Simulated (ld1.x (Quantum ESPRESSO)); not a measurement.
**Al: two inputs for an ultrasoft potential**

Two related inputs are run: the one described here, and one that differs from it in little. What comes out is then tested.

Program: ld1.x (Quantum ESPRESSO) 7.5. Reference atom: PBE, non-relativistic, spherical and spin-unpolarised. All values are calculated.

## Step 1: The atom and the settings

The settings as typed:

```
element                 : aluminium (Al, Z = 13)
type                    : ultrasoft
frozen core             : [Ne]
valence charge          : 3
reference configuration : 3s2 3p1
partial waves           : 3s (bound): rcut 1.20, rcutus 1.28 bohr; 3s channel at -0.05 Ry: rcut 1.20, rcutus 1.28 bohr; 3p (bound): rcut 1.16, rcutus 1.36 bohr; 3p channel at 4.95 Ry: rcut 1.16, rcutus 1.36 bohr; 3d channel at 0.05 Ry: rcut 1.28, rcutus 1.54 bohr
local potential         : all-electron potential smoothed inside 1.24 bohr (lloc = -1)
core correction         : not asked for
augmentation charge     : built from norm-conserving waves at rcut, not smoothed further
```

The nodes and maxima of the atom's own shells, from an earlier all-electron run, set the scale for the radii.

All-electron outer shells of the reference configuration (PBE, non-relativistic, ld1.x):

```
shell  level (eV)  outermost node (bohr)  outermost maximum (bohr)
   2s     -107.72                   0.17                      0.50
   2p      -69.68                      –                      0.43
   3s       -7.73                   0.80                      2.09
   3p       -2.72                   0.82                      2.64
```

## Step 2: Running these settings

Al.in reads:

```
 &input
   title='Al', zed=13., rel=0, dft='PBE', iswitch=3,
   config='[Ne] 3s2 3p1 3d-2',
   nld=3, rlderiv=1.70, eminld=-3.0, emaxld=5.0, deld=0.02
 /
 &inputp
   pseudotype=3, tm=.true., lloc=-1, rcloc=1.24,
   nlcc=.false.,
   file_pseudopw='Al.UPF', file_wfcaegen='ae.wfc', file_wfcncgen='nc.wfc', file_beta='beta', file_chi='chi', file_wfcusgen='us.wfc'
 /
5
3S  1  0   2.00   0.00  1.20  1.28  0.0
3S  1  0   0.00  -0.05  1.20  1.28  0.0
3P  2  1   1.00   0.00  1.16  1.36  0.0
3P  2  1   0.00   4.95  1.16  1.36  0.0
3D  3  2  -2.00   0.05  1.28  1.54  0.0
 &test
   configts(1)='3s2 3p1'
 /
```

Launch:

```console
$ ld1.x < Al.in > Al.out
```

Output in Al.out (without the banner and most projector matrices):

```text
[... the first 60 lines are left out ...]
      Wfc-us  3P rcutus= 1.363  Estimated cut-off energy=    42.99 Ry

      Wfc   3D  rcut= 1.265  Using Troullier-Martins method
      Wfc-us  3D rcutus= 1.545  Estimated cut-off energy=    43.45 Ry

       Warning: n=1, l=0 expected 0 nodes, found 1
       Setting wfc to zero for this iteration
       (This warning will only be printed once per wavefunction)

       Zero norm: self consistency problem; state:  1 (l=  0, j=0.0)

       Warning: n=2, l=1 expected 0 nodes, found 1
       Setting wfc to zero for this iteration
       (This warning will only be printed once per wavefunction)

       Zero norm: self consistency problem; state:  2 (l=  1, j=0.0)

     ------------------- End of pseudopotential generation -------------------

     [... the all-electron block is printed once more ...]


     Computing logarithmic derivative in   1.69693
       Zero norm: self consistency problem; state:  1 (l=  0, j=0.0)
       Zero norm: self consistency problem; state:  2 (l=  1, j=0.0)
       Zero norm: self consistency problem; state:  1 (l=  0, j=0.0)
       Zero norm: self consistency problem; state:  2 (l=  1, j=0.0)
       Zero norm: self consistency problem; state:  1 (l=  0, j=0.0)
       Zero norm: self consistency problem; state:  2 (l=  1, j=0.0)

 %%%%%%%%%%%%%%%%%%%%%%%%%%%%%%%%%%%%%%%%%%%%%%%%%%%%%%%%%%%%%%%%%%%%%%%%%%%%%%
     Error in routine run_pseudo (1):
     Errors in PS-KS equation
 %%%%%%%%%%%%%%%%%%%%%%%%%%%%%%%%%%%%%%%%%%%%%%%%%%%%%%%%%%%%%%%%%%%%%%%%%%%%%%

     stopping ...
```

Run time: 0.27 s. Hardware: 1 thread, shared host.

## Step 3: Diagnosis

No potential comes out: the run stopped with "run_pseudo: Errors in PS-KS equation". The reason: the pseudo-atom solver did not find the valence states with the expected number of nodes (a ghost state is one common cause; it was not tested here).

The second input is set otherwise in this: all radii scaled by 1.55 (s 1.98, p 2.10, d 2.40 bohr); local potential all-electron potential smoothed inside 1.92 bohr (lloc = -1).

## Step 4: The neighbouring input

Al.in reads:

```
 &input
   title='Al', zed=13., rel=0, dft='PBE', iswitch=3,
   config='[Ne] 3s2 3p1 3d-2',
   nld=3, rlderiv=2.60, eminld=-3.0, emaxld=5.0, deld=0.02
 /
 &inputp
   pseudotype=3, tm=.true., lloc=-1, rcloc=1.92,
   nlcc=.false.,
   file_pseudopw='Al.UPF', file_wfcaegen='ae.wfc', file_wfcncgen='nc.wfc', file_beta='beta', file_chi='chi', file_wfcusgen='us.wfc'
 /
5
3S  1  0   2.00   0.00  1.88  1.98  0.0
3S  1  0   0.00  -0.05  1.88  1.98  0.0
3P  2  1   1.00   0.00  1.82  2.10  0.0
3P  2  1   0.00   4.95  1.82  2.10  0.0
3D  3  2  -2.00   0.05  1.98  2.40  0.0
 &test
   configts(1)='3s2 3p1'
 /
```

Launch:

```console
$ ld1.x < Al.in > Al.out
```

The output, Al.out (without the banner and most projector matrices):

```text
     Program LD1 v.7.5

     !!!!!!!!!!!!!!!!!!! WARNING !!!!!!!!!!!!!!!!!!!!!!!
     Message from routine ld1_readin:
     US requires at least two energies per channel 3D
     !!!!!!!!!!!!!!!!!!!!!!!!!!!!!!!!!!!!!!!!!!!!!!!!!!!
     --------------------------- All-electron run ----------------------------

     Al

     atomic number is 13.00
     dft =PBE   lsd =0 sic =0 latt =0  beta=0.20 tr2=1.0E-14
     Exchange-correlation= PBE
                           (   1   4   3   4   0   0   0)
     mesh =1135 r(mesh) = 100.48924 a.u. xmin = -7.00 dx = 0.01250
     1 Ry =  13.60569312 eV

     n l     nl                  e(Ry)          e(Ha)          e(eV)
     1 0     1S 1( 2.00)      -110.8126       -55.4063     -1507.6819
     2 0     2S 1( 2.00)        -7.9170        -3.9585      -107.7168
     2 1     2P 1( 6.00)        -5.1216        -2.5608       -69.6831
     3 0     3S 1( 2.00)        -0.5682        -0.2841        -7.7303
     3 1     3P 1( 1.00)        -0.1999        -0.1000        -2.7199

     final scf error:  6.6E-15 reached in  29 iterations

     Etot =    -484.451227 Ry,    -242.225613 Ha,   -6591.294722 eV

     Ekin =     483.661172 Ry,     241.830586 Ha,    6580.545476 eV
     Encl =   -1156.929348 Ry,    -578.464674 Ha,  -15740.825669 eV
     Eh   =     225.596657 Ry,     112.798329 Ha,    3069.398889 eV
     Exc  =     -36.779708 Ry,     -18.389854 Ha,    -500.413418 eV

     normalization and overlap integrals

     s(1S/1S) =  1.000000  <r> =   0.1205  <r2> =    0.0196  r(max) =   0.0789
     s(2S/2S) =  1.000000  <r> =   0.6279  <r2> =    0.4727  r(max) =   0.4954
     s(2P/2P) =  1.000000  <r> =   0.6039  <r2> =    0.4637  r(max) =   0.4317
     s(3S/3S) =  1.000000  <r> =   2.5480  <r2> =    7.5833  r(max) =   2.0856
     s(3P/3P) =  1.000000  <r> =   3.4456  <r2> =   14.3327  r(max) =   2.6447

     ------------------------ End of All-electron run ------------------------

     --------------------- Generating US pseudopotential ---------------------

      Generating local potential from pseudized AE potential:
      Matching radius rcloc =   1.9200

      Local pseudo, rcloc= 1.935 Estimated cut-off energy=     6.30 Ry

      Wfc   3S  rcut= 1.887  Using Troullier-Martins method
      Wfc-us  3S rcutus= 1.984  Estimated cut-off energy=    11.11 Ry

      Wfc   3S  rcut= 1.887  Using Troullier-Martins method
      Wfc-us  3S rcutus= 1.984  Estimated cut-off energy=    11.91 Ry

      Wfc   3P  rcut= 1.841  Using Troullier-Martins method
      Wfc-us  3P rcutus= 2.086  Estimated cut-off energy=    16.61 Ry
     Message from routine find_coeff:
     giving up minimization, the error is still 0.1544E+03

      Wfc   3P  rcut= 1.841  Using Troullier-Martins method
      Wfc-us  3P rcutus= 2.086  Estimated cut-off energy=    33.70 Ry

      Wfc   3D  rcut= 1.984  Using Troullier-Martins method
      Wfc-us  3D rcutus= 2.423  Estimated cut-off energy=    17.84 Ry

     ------------------- End of pseudopotential generation -------------------

     [... the all-electron block is printed once more ...]


     Computing logarithmic derivative in   2.59561
     Computing logarithmic derivative in   2.59561
     Computing the partial wave expansion
     R is outside the sphere for l=    0 j= 0.00
     R is outside the sphere for l=    0 j= 0.00
     R is outside the sphere for l=    1 j= 0.00
     R is outside the sphere for l=    1 j= 0.00
     R is outside the sphere for l=    2 j= 0.00

     ---------------------- Testing the pseudopotential ----------------------

     Al

     atomic number is 13.00   valence charge is  3.00
     dft =PBE   lsd =0 sic =0 latt =0  beta=0.20 tr2=1.0E-14
     mesh =1135 r(mesh) = 100.48924 xmin = -7.00 dx = 0.01250

     n l     nl             e AE (Ry)        e PS (Ry)    De AE-PS (Ry)
     1 0     3S   1( 2.00)       -0.56816       -0.56816        0.00000
     2 1     3P   1( 1.00)       -0.19991       -0.19991        0.00000

     eps = 3.5E-20  iter =  1

     Etot =    -484.451227 Ry,    -242.225613 Ha,   -6591.294722 eV
     Etotps =    -3.868663 Ry,      -1.934332 Ha,     -52.635848 eV

     Ekin =       1.211671 Ry,       0.605836 Ha,      16.485630 eV
     Encl =      -7.480542 Ry,      -3.740271 Ha,    -101.777962 eV
     Ehrt =       2.879167 Ry,       1.439584 Ha,      39.173067 eV
     Ecxc =      -1.196972 Ry,      -0.598486 Ha,     -16.285635 eV
     Epseu=       0.718012 Ry,       0.359006 Ha,       9.769053 eV

     ---------------------- End of pseudopotential test ----------------------
```

It took 0.86 s on 1 thread, shared host. This counts the later configuration tests of the new file too.

All-electron and pseudo partial waves u(r) = r·R(r), from the program's wave files:

| r (bohr) | 3s AE | 3s PS |
| --- | --- | --- |
| 0.120 | 0.0856 | 0.0423 |
| 0.240 | -0.1519 | 0.0852 |
| 0.360 | -0.2811 | 0.1292 |
| 0.480 | -0.2836 | 0.1747 |
| 0.600 | -0.2055 | 0.2219 |
| 0.720 | -0.0883 | 0.2707 |
| 0.840 | 0.0414 | 0.3206 |
| 0.960 | 0.1678 | 0.3711 |
| 1.080 | 0.2825 | 0.4213 |
| 1.200 | 0.3817 | 0.4702 |
| 1.320 | 0.4644 | 0.5164 |
| 1.440 | 0.5311 | 0.5588 |
| 1.560 | 0.5833 | 0.5960 |
| 1.680 | 0.6224 | 0.6269 |
| 1.800 | 0.6497 | 0.6507 |
| 1.920 | 0.6663 | 0.6664 |
| 2.040 | 0.6738 | 0.6738 |
| 2.160 | 0.6733 | 0.6733 |
| 2.280 | 0.6663 | 0.6663 |
| 2.400 | 0.6538 | 0.6538 |
| 2.520 | 0.6370 | 0.6370 |
| 2.640 | 0.6168 | 0.6168 |
| 2.760 | 0.5941 | 0.5941 |
| 2.880 | 0.5695 | 0.5695 |
| 3.000 | 0.5437 | 0.5437 |
| 3.120 | 0.5171 | 0.5171 |

## Step 5: Testing the new file in other configurations

Al.test.in reads:

```
 &input
   title='Al', zed=13., rel=0, dft='PBE', iswitch=2,
   config='[Ne] 3s2 3p1 3d-2'
 /
 &test
   file_pseudo='Al.UPF', nconf=8,
   configts(1)='3s2 3p1',
   configts(2)='3s2 3p0',
   configts(3)='3s1 3p0',
   configts(4)='3s2 3p0.5',
   configts(5)='3s2 3p1.3',
   configts(6)='3s0 3p3',
   configts(7)='3s1 3p1',
   configts(8)='3s1 3p2'
 /
```

Launch:

```console
$ ld1.x < Al.test.in > Al.test.out
```

Al.test.out, the pseudopotential blocks:

```text
     ---------------------- Testing the pseudopotential ----------------------

     Al

     atomic number is 13.00   valence charge is  3.00
     dft =PBE   lsd =0 sic =0 latt =0  beta=0.20 tr2=1.0E-14
     mesh =1135 r(mesh) = 100.48924 xmin = -7.00 dx = 0.01250

     n l     nl             e AE (Ry)        e PS (Ry)    De AE-PS (Ry)
     1 0     3S   1( 2.00)       -0.56816       -0.56816       -0.00000
     2 1     3P   1( 1.00)       -0.19991       -0.19991       -0.00000

     eps = 1.1E-18  iter =  1

     Etot =    -484.451227 Ry,    -242.225613 Ha,   -6591.294722 eV
     Etotps =    -3.868663 Ry,      -1.934332 Ha,     -52.635848 eV

     Ekin =       1.211671 Ry,       0.605836 Ha,      16.485630 eV
     Encl =      -7.480542 Ry,      -3.740271 Ha,    -101.777962 eV
     Ehrt =       2.879167 Ry,       1.439584 Ha,      39.173066 eV
     Ecxc =      -1.196972 Ry,      -0.598486 Ha,     -16.285635 eV
     Epseu=       0.718012 Ry,       0.359006 Ha,       9.769053 eV

     ---------------------- End of pseudopotential test ----------------------

     ---------------------- Testing the pseudopotential ----------------------

     Al

     [...]
     n l     nl             e AE (Ry)        e PS (Ry)    De AE-PS (Ry)
     1 0     3S   1( 2.00)       -1.08665       -1.08729        0.00064
     2 1     3P   1( 0.00)       -0.66626       -0.66656        0.00031

     eps = 1.7E-15  iter = 14

     Etot =    -484.027052 Ry,    -242.013526 Ha,   -6585.523529 eV
     Etotps =    -3.444240 Ry,      -1.722120 Ha,     -46.861278 eV
     dEtot_ae =       0.424175 Ry
     dEtot_ps =       0.424423 Ry,   Delta E=      -0.000248 Ry

     [...]
     ---------------------- End of pseudopotential test ----------------------

     ---------------------- Testing the pseudopotential ----------------------

     Al

     [...]
     n l     nl             e AE (Ry)        e PS (Ry)    De AE-PS (Ry)
     1 0     3S   1( 1.00)       -1.74228       -1.73571       -0.00657  !
     2 1     3P   1( 0.00)       -1.26472       -1.25959       -0.00513  !

     eps = 9.6E-16  iter = 17

     Etot =    -482.616477 Ry,    -241.308238 Ha,   -6566.331682 eV
     Etotps =    -2.035041 Ry,      -1.017520 Ha,     -27.688142 eV
     dEtot_ae =       1.834750 Ry
     dEtot_ps =       1.833623 Ry,   Delta E=       0.001127 Ry

     [...]
     ---------------------- End of pseudopotential test ----------------------

     ---------------------- Testing the pseudopotential ----------------------

     Al

     [...]
     n l     nl             e AE (Ry)        e PS (Ry)    De AE-PS (Ry)
     1 0     3S   1( 2.00)       -0.81366       -0.81409        0.00044
     2 1     3P   1( 0.50)       -0.41975       -0.42004        0.00029

     eps = 5.4E-15  iter = 17

     Etot =    -484.297604 Ry,    -242.148802 Ha,   -6589.204577 eV
     Etotps =    -3.714970 Ry,      -1.857485 Ha,     -50.544745 eV
     dEtot_ae =       0.153623 Ry
     dEtot_ps =       0.153693 Ry,   Delta E=      -0.000070 Ry

     [...]
     ---------------------- End of pseudopotential test ----------------------

     ---------------------- Testing the pseudopotential ----------------------

     Al

     [...]
     n l     nl             e AE (Ry)        e PS (Ry)    De AE-PS (Ry)
     1 0     3S   1( 2.00)       -0.43907       -0.43890       -0.00017
     2 1     3P   1( 1.30)       -0.08526       -0.08516       -0.00010

     eps = 9.4E-15  iter = 27

     Etot =    -484.493613 Ry,    -242.246807 Ha,   -6591.871424 eV
     Etotps =    -3.911035 Ry,      -1.955517 Ha,     -53.212341 eV
     dEtot_ae =      -0.042387 Ry
     dEtot_ps =      -0.042372 Ry,   Delta E=      -0.000015 Ry

     [...]
     ---------------------- End of pseudopotential test ----------------------

     ---------------------- Testing the pseudopotential ----------------------

     Al

     [...]
     n l     nl             e AE (Ry)        e PS (Ry)    De AE-PS (Ry)
     1 0     3S   1( 0.00)       -0.67934       -0.67713       -0.00221
     2 1     3P   1( 3.00)       -0.28601       -0.28613        0.00012

     eps = 2.3E-15  iter =  9

     Etot =    -483.688095 Ry,    -241.844047 Ha,   -6580.911787 eV
     Etotps =    -3.107523 Ry,      -1.553762 Ha,     -42.280007 eV
     dEtot_ae =       0.763132 Ry
     dEtot_ps =       0.761140 Ry,   Delta E=       0.001991 Ry

     [...]
     ---------------------- End of pseudopotential test ----------------------

     ---------------------- Testing the pseudopotential ----------------------

     Al

     [...]
     n l     nl             e AE (Ry)        e PS (Ry)    De AE-PS (Ry)
     1 0     3S   1( 1.00)       -1.14475       -1.14414       -0.00061
     2 1     3P   1( 1.00)       -0.71685       -0.71731        0.00046

     eps = 7.3E-15  iter = 46

     Etot =    -483.602832 Ry,    -241.801416 Ha,   -6579.751720 eV
     Etotps =    -3.020323 Ry,      -1.510162 Ha,     -41.093592 eV
     dEtot_ae =       0.848395 Ry
     dEtot_ps =       0.848340 Ry,   Delta E=       0.000055 Ry

     [...]
     ---------------------- End of pseudopotential test ----------------------

     ---------------------- Testing the pseudopotential ----------------------

     Al

     [...]
     n l     nl             e AE (Ry)        e PS (Ry)    De AE-PS (Ry)
     1 0     3S   1( 1.00)       -0.62790       -0.62716       -0.00074
     2 1     3P   1( 2.00)       -0.24596       -0.24614        0.00018

     eps = 9.8E-15  iter = 24

     Etot =    -484.075871 Ry,    -242.037935 Ha,   -6586.187746 eV
     Etotps =    -3.493746 Ry,      -1.746873 Ha,     -47.534837 eV
     dEtot_ae =       0.375356 Ry
     dEtot_ps =       0.374917 Ry,   Delta E=       0.000438 Ry

     [...]
     ---------------------- End of pseudopotential test ----------------------
```

Excitation and ionisation energies from 3s2 3p1, with the error of the potential.

```csv
valence configuration,charge,ΔE all-electron (eV),error AE − PS (meV)
3s2 3p0,+1,5.771,-3.4
3s1 3p0,+2,24.963,+15
3s2 3p0.5,+0.5,2.090,-1.0
3s2 3p1.3,-0.3,-0.577,-0.2
3s0 3p3,0,10.383,+27
3s1 3p1,+1,11.543,+0.7
3s1 3p2,0,5.107,+6.0
```

## Step 6: Scattering by logarithmic derivatives

Taken from the files of the generation run. The phase is arctan(r·u′/u) with u = r·R, unwrapped, with energies in Ry. A pole is an energy at which the radial function vanishes at the test radius. The pseudo phase is shifted by a multiple of π to meet the all-electron one at the reference energy. Levels narrower than the energy grid can be missing from the poles. Left out: p, where the overlap operator is not positive , so their phases aren't trusted. The last column is the largest difference on the grid between −1 and +1 Ry.

| channel | radius (bohr) | reference (Ry) | poles AE | poles PS | window around the reference with phases within 0.05 rad (Ry) | largest difference near zero (rad) |
| --- | --- | --- | --- | --- | --- | --- |
| s | 2.60 | -0.57 | 0.79 | 0.79 | below 3.4 | 0.000 |
| d | 2.60 | 0.05 | 2.35 | 2.43 | below 3.4 | 0.008 |

Phases (rad) along the scan:

| E (Ry) | d AE | d PS | s AE | s PS |
| --- | --- | --- | --- | --- |
| -3.00 | 1.354 | 1.354 | 1.296 | 1.295 |
| -2.52 | 1.335 | 1.335 | 1.253 | 1.253 |
| -2.04 | 1.312 | 1.312 | 1.184 | 1.184 |
| -1.56 | 1.279 | 1.279 | 1.049 | 1.049 |
| -1.08 | 1.232 | 1.232 | 0.675 | 0.675 |
| -0.60 | 1.156 | 1.156 | -0.525 | -0.525 |
| -0.12 | 1.009 | 1.009 | -1.256 | -1.256 |
| 0.36 | 0.623 | 0.624 | -1.475 | -1.475 |
| 0.84 | -0.463 | -0.455 | -1.581 | -1.580 |
| 1.32 | -1.194 | -1.184 | -1.653 | -1.652 |
| 1.80 | -1.437 | -1.426 | -1.718 | -1.716 |
| 2.28 | -1.558 | -1.544 | -1.792 | -1.788 |
| 2.76 | -1.644 | -1.623 | -1.900 | -1.889 |
| 3.24 | -1.728 | -1.691 | -2.107 | -2.072 |
| 3.72 | -1.843 | -1.767 | -2.664 | -2.531 |
| 4.20 | -2.077 | -1.876 | -3.745 | -3.559 |
| 4.68 | -2.870 | -2.082 | -4.255 | -4.178 |

## Step 7: Cutoff and ghost test in a Bessel basis

This step uses the generator's waves and projectors in a separate script. Basis: spherical Bessel functions vanishing at 20 bohr, q² up to the cutoff; potential fixed at the reference.

No cutoffs are read. The overlap operator is not positive in p (lowest eigenvalue -0.051), so the test is not defined there. The ghost test is not conclusive.

## Step 8: Summary of results

| quantity | value |
| --- | --- |
| first input | failed: run_pseudo: Errors in PS-KS equation |
| second input | generated |
| cutoffs | not determined |
| bound ghosts | not determined |
| largest test error (AE − PS) | +27 meV, for 3s0 3p3 |
| largest phase difference near zero energy, channels read | 0.008 rad |
| lowest eigenvalue of the overlap (Bessel basis) | -0.051 (p) |

What this shows: So this one change separates a failed generation from a finished one. The overlap operator is not positive definite in p, so a plane-wave run would break down once the basis is large enough. By total energies transferability is fair: the largest error is 27 meV on 10.4 eV, for 3s0 3p3. No cutoffs are read. Ghosts could not be judged. Near zero energy the phases of the channels with partial waves that could be evaluated agree within 0.008 rad. These are tests on the free atom; a crystal test is still owed.
